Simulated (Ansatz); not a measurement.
Born–Oppenheimer molecular dynamics of a periodic cell of 40 atoms, LiGaSi₂O₆ (host LiGaSi2O6, host structure C2/c). It goes on from the last frame of an earlier run, with new velocities.

Computed with DFT LDA, scalar-relativistic, plane waves, PAW in Ansatz 0.2.0. Settings: cutoff 420 eV, k mesh 2x2x1, fermi-dirac smearing 0.05 eV, no spin polarisation.

```json
{
  "ensemble": "NVE (velocity Verlet)",
  "time step": "1 fs",
  "steps asked": "380",
  "starting velocities drawn for": "1170 K",
  "seed": "647477"
}
```

First frame:

```xyz
40
Lattice="2.8829 4.1731 4.8142 2.8829 -4.1731 4.8142 9.3120 0.0000 0.0000" Properties=species:S:1:pos:R:3
Li 6.858 2.357 6.011
Li 3.030 1.474 3.767
Ga 6.829 -1.151 6.144
Ga 5.807 0.819 8.588
Si 2.103 0.637 0.983
Si 5.761 0.530 1.248
Si 5.085 -1.165 3.910
Si 10.639 -0.798 3.555
O 3.370 -3.717 5.496
O 7.220 0.693 1.875
O 6.641 -0.703 4.390
O 9.227 -0.784 2.874
O 5.288 -1.991 6.102
O 8.248 -2.060 5.591
O 4.639 -2.649 3.493
O 11.271 -2.069 4.206
O 3.223 -0.044 -0.019
O 4.900 -0.417 2.358
O 3.996 -0.288 4.781
O 2.288 -0.036 2.444
Li 11.702 -1.959 6.123
Li 7.813 -1.885 3.673
Ga 8.820 -0.969 1.256
Ga 7.702 1.056 3.475
Si 9.603 0.930 5.758
Si 4.127 0.665 6.103
Si 12.555 -0.776 8.454
Si 8.856 -0.769 8.168
O 8.101 0.875 5.350
O 5.684 0.864 6.792
O 11.168 3.268 4.115
O 7.283 -0.912 7.844
O 10.027 2.374 6.191
O 3.619 2.016 5.601
O 9.131 1.948 3.128
O 6.567 2.062 3.866
O 10.790 0.236 4.784
O 12.402 0.060 7.150
O 11.385 -0.363 9.553
O 9.678 -0.082 6.961
```

Task: What does the run give?

Result: The run went to its last step.

- steps done: 380
- time covered: 380 fs
- mean temperature over the second half: 1428 K
- spread of the potential energy over the second half: 21.9 meV per atom
- mean potential energy of the second half above the start: -32.6 meV per atom

The conserved energy stayed within 0.27 meV per atom of its start (net change -0.17 meV per atom), so the integration is sound. A run of 0.38 ps of so small a system gives no equilibrium averages. Limits of this set-up: coarse k mesh.

Task: What happens to the structure?

Result: Mean squared displacements from the first frame to the last, about the centre of mass: Li 0.26 Å², Ga 0.11 Å², Si 0.10 Å², O 0.18 Å². The details hang on the random start.

Task: How do temperature and energy run in time?

Result: 
| time (fs) | T (K) | potential energy less start (eV) | conserved less start (meV/atom) |
| --- | --- | --- | --- |
| 0.0 | 1170 | 0.000 | 0.00 |
| 19.0 | 1267 | -0.493 | -0.05 |
| 38.0 | 1370 | -1.007 | -0.03 |
| 57.0 | 1402 | -1.175 | -0.12 |
| 76.0 | 1722 | -2.793 | -0.21 |
| 95.0 | 1524 | -1.788 | -0.10 |
| 114.0 | 1453 | -1.425 | -0.02 |
| 133.0 | 1329 | -0.807 | -0.09 |
| 152.0 | 1399 | -1.155 | -0.07 |
| 171.0 | 1316 | -0.739 | -0.04 |
| 190.0 | 1549 | -1.916 | -0.11 |
| 209.0 | 1304 | -0.677 | 0.00 |
| 228.0 | 1389 | -1.106 | -0.05 |
| 247.0 | 1658 | -2.463 | -0.04 |
| 266.0 | 1089 | 0.405 | -0.03 |
| 285.0 | 1538 | -1.863 | -0.16 |
| 304.0 | 1528 | -1.806 | -0.08 |
| 323.0 | 1572 | -2.029 | -0.09 |
| 342.0 | 1411 | -1.221 | -0.11 |
| 361.0 | 1361 | -0.961 | 0.01 |
| 380.0 | 1516 | -1.750 | -0.17 |

The run took 34 min on 2 threads of Arm Neoverse V1 (shared host), peak memory 1.1 GiB.
